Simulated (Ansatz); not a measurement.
## the Zn-Pt system: a small convex hull

Computed with the Ansatz DFT code, driven from Python.

`znpt.py`
```python
"""Convex hull of a few Zn-Pt phases, after relaxing atoms and volume at fixed cell shape."""

from collections import Counter
import warnings

import ansatz as az
import numpy as np

params = {
    "cutoff_ev": 550,
    "kspacing": 0.27,
    "smearing": "fermi_dirac",
    "smearing_width": 0.1,
}

PHASES = {
    "ZnPt P4/mmm": (
        [[2.864, 0.0, 0.0], [0.0, 2.864, 0.0], [0.0, 0.0, 3.51]],
        [
            ("Zn", [0.5, 0.5, 0.5]),
            ("Pt", [0.0, 0.0, 0.0]),
        ],
    ),
    "ZnPt3 Pm-3m": (
        [[3.893, 0.0, 0.0], [0.0, 3.893, 0.0], [0.0, 0.0, 3.893]],
        [
            ("Zn", [0.0, 0.0, 0.0]),
            ("Pt", [0.0, 0.5, 0.5]),
            ("Pt", [0.5, 0.0, 0.5]),
            ("Pt", [0.5, 0.5, 0.0]),
        ],
    ),
    "Zn": (
        [[2.67, 0.0, 0.0], [-1.335, 2.31228783, 0.0], [0.0, 0.0, 4.966]],
        [
            ("Zn", [1 / 3, 2 / 3, 0.25]),
            ("Zn", [2 / 3, 1 / 3, 0.75]),
        ],
    ),
    "Pt": (
        [[0.0, 1.9609, 1.9609], [1.9609, 0.0, 1.9609], [1.9609, 1.9609, 0.0]],
        [
            ("Pt", [0.0, 0.0, 0.0]),
        ],
    ),
}


def build(vectors, sites):
    crystal = az.Crystal(lattice=az.Lattice.of(vectors))
    for symbol, position in sites:
        crystal = crystal.atom(symbol, position)
    return crystal


def run_phase(name, crystal):
    calc = (
        crystal.calculation()
        .basis(params["cutoff_ev"])
        .functional(az.Functional.PBESOL)
        .kpoints(spacing=params["kspacing"])
        .occupations(params["smearing"], width=params["smearing_width"])
    )
    calc = calc.relax(force_tolerance=0.01, max_steps=40, fix_cell=["shape"])
    return calc.run(threads=1, pin="off")


def counts(outcome):
    return Counter(site.symbol for site in outcome.lattice.sites)

def formation_energy(outcome, mu):
    n = counts(outcome)
    return (outcome.report["energy_sigma0_ev"] - sum(k * mu[element] for element, k in n.items())) / sum(n.values())

warnings.simplefilter("ignore")

phases = {name: build(*cell) for name, cell in PHASES.items()}

done = {}
for name, crystal in phases.items():
    done[name] = run_phase(name, crystal)
    print(f"{name}: {done[name].report['energy_sigma0_ev']:.4f} eV, {len(done[name].lattice.sites)} atoms")

# chemical potentials of the elements at zero temperature
references = {"Zn": "Zn", "Pt": "Pt"}
mu = {element: done[name].report["energy_sigma0_ev"] / len(done[name].lattice.sites) for element, name in references.items()}
points = sorted((counts(o)["Pt"] / len(o.lattice.sites), formation_energy(o, mu), name) for name, o in done.items())

# lower hull by a monotone chain
hull = []
for x, e, _ in points:
    while len(hull) > 1 and (hull[-1][0] - hull[-2][0]) * (e - hull[-2][1]) - (hull[-1][1] - hull[-2][1]) * (x - hull[-2][0]) <= 0:
        hull.pop()
    hull.append((x, e))
rows = [(name, x, e, e - np.interp(x, *zip(*hull))) for x, e, name in points]
print("     phase       x(Pt)  E_form (eV/atom)  above hull (eV/atom)")
for row in rows:
    print(f"{str(row[0]):>10}  {row[1]:10.3f}  {row[2]:16.4f}  {row[3]:20.4f}")
print("on the hull of these phases:", ", ".join(row[0] for row in rows if row[3] < 1e-6))
```

```console
$ python znpt.py
ZnPt P4/mmm: -15665.8637 eV, 2 atoms
ZnPt3 Pm-3m: -40433.6584 eV, 4 atoms
Zn: -6561.7957 eV, 2 atoms
Pt: -12383.8324 eV, 1 atoms
     phase       x(Pt)  E_form (eV/atom)  above hull (eV/atom)
        Zn       0.000            0.0000                0.0000
ZnPt P4/mmm       0.500           -0.5667                0.0000
ZnPt3 Pm-3m       0.750           -0.3158                0.0000
        Pt       1.000            0.0000                0.0000
on the hull of these phases: Zn, ZnPt P4/mmm, ZnPt3 Pm-3m, Pt
```

What to keep in mind:
- Total energies depend on the potentials; only differences at equal settings carry meaning.
- The run is spin-unpolarised.
- For the metals among these phases the mesh is modest: differences between phases can be off by up to 40 meV an atom.
- Atoms and volume are relaxed with the cell's shape held, which in cells of lower than cubic symmetry can hide stresses and shift volumes.
- Spin-orbit coupling, which matters for elements this heavy, is left out.
- The cells come from databases of deposited and of computed structures, and not all need be stable phases.
- Differences under about 40 meV an atom lie within the error of mesh and functional, so such verdicts may flip; only the cells listed enter the hull.
- The whole script took 42 s on 1 thread of Arm Neoverse V1, on a shared host, peak memory 0.49 GiB.
